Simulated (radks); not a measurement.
# Taking charge from the 2p level of P⁺ in fractions

Aim: follow energy and eigenvalue as charge leaves the 2p level of P⁺ bit by bit, and test Janak's theorem, Slater's transition state and the straight-line condition.

Method: scalar-relativistic Kohn-Sham, PBE, spin-unpolarised, spherical densities, finite nucleus. Code: radks (a radial shooting solver on a logarithmic mesh, Libxc functionals) version 1.

### 1 Starting point

| Quantity | Value |
| --- | --- |
| element | phosphorus (Z = 15) |
| charge | +1 |
| electrons | 14 |
| configuration | [Ne] 3s2 3p2 |
| nuclear rms radius | 3.1889 fm |

The outer shells:

P⁺
```
[Ne] core
3s [↑↓]
3p [↑ ][↑ ][  ]
```

### 2 Start: [Ne] 3s2 3p2

Settings of this run:

```text
Z 15
configuration [Ne] 3s2 3p2
relativity scalar-relativistic
functional pbe,pbe
spin unpolarised
nucleus finite rms 3.1889 fm
c 137.035999084
```

### 3 0.125 electron removed from 2p

Settings, as their differences from step 2:

```diff
@@ -1,3 +1,3 @@
 Z 15
-configuration [Ne] 3s2 3p2
+configuration [He] 2s2 2p5.875 3s2 3p2
 relativity scalar-relativistic
```

### 4 0.25 electron removed from 2p

Settings of this run:

```text
Z 15
configuration [He] 2s2 2p5.75 3s2 3p2
relativity scalar-relativistic
functional pbe,pbe
spin unpolarised
nucleus finite rms 3.1889 fm
c 137.035999084
```

### 5 0.375 electron removed from 2p

Settings of this run:

```text
Z 15
configuration [He] 2s2 2p5.625 3s2 3p2
relativity scalar-relativistic
functional pbe,pbe
spin unpolarised
nucleus finite rms 3.1889 fm
c 137.035999084
```

### 6 0.5 electron removed from 2p

Settings of this run:

```text
Z 15
configuration [He] 2s2 2p5.5 3s2 3p2
relativity scalar-relativistic
functional pbe,pbe
spin unpolarised
nucleus finite rms 3.1889 fm
c 137.035999084
```

### 7 0.625 electron removed from 2p

Settings of this run:

```text
Z 15
configuration [He] 2s2 2p5.375 3s2 3p2
relativity scalar-relativistic
functional pbe,pbe
spin unpolarised
nucleus finite rms 3.1889 fm
c 137.035999084
```

### 8 0.75 electron removed from 2p

Settings of this run:

```text
Z 15
configuration [He] 2s2 2p5.25 3s2 3p2
relativity scalar-relativistic
functional pbe,pbe
spin unpolarised
nucleus finite rms 3.1889 fm
c 137.035999084
```

### 9 0.875 electron removed from 2p

Settings of this run:

```text
Z 15
configuration [He] 2s2 2p5.125 3s2 3p2
relativity scalar-relativistic
functional pbe,pbe
spin unpolarised
nucleus finite rms 3.1889 fm
c 137.035999084
```

### 10 1 electron removed from 2p

Settings of this run:

```text
Z 15
configuration [He] 2s2 2p5 3s2 3p2
relativity scalar-relativistic
functional pbe,pbe
spin unpolarised
nucleus finite rms 3.1889 fm
c 137.035999084
```

**Question.** What will these runs give? Wanted: for each run, removed; E − E(0); eigenvalue; E minus straight line.

**Answer**, as computed:

| removed (e) | E − E(0) (eV) | eigenvalue (eV) | E minus straight line (eV) |
| --- | --- | --- | --- |
| 0 | 0.000 | -135.15 | 0.000 |
| 0.125 | 17.154 | -139.38 | -1.917 |
| 0.25 | 34.841 | -143.67 | -3.301 |
| 0.375 | 53.068 | -148.02 | -4.145 |
| 0.5 | 71.843 | -152.43 | -4.441 |
| 0.625 | 91.173 | -156.90 | -4.182 |
| 0.75 | 111.07 | -161.43 | -3.360 |
| 0.875 | 131.53 | -166.02 | -1.969 |
| 1 | 152.57 | -170.67 | 0.000 |

What this shows: Removing the whole electron costs 152.57 eV, against 135.15 eV from minus the starting eigenvalue. Slater's transition state, half an electron removed, gives 152.43 eV. The trapezoid integral of minus the eigenvalue gives 152.59 eV over the range, against 152.57 eV from the energies (Janak's theorem; approximate here, since the scalar-relativistic density holds large components alone). The eigenvalue moves by 35.5 eV per electron. E bends below the straight line by 4.44 eV at 0.5 electron removed.
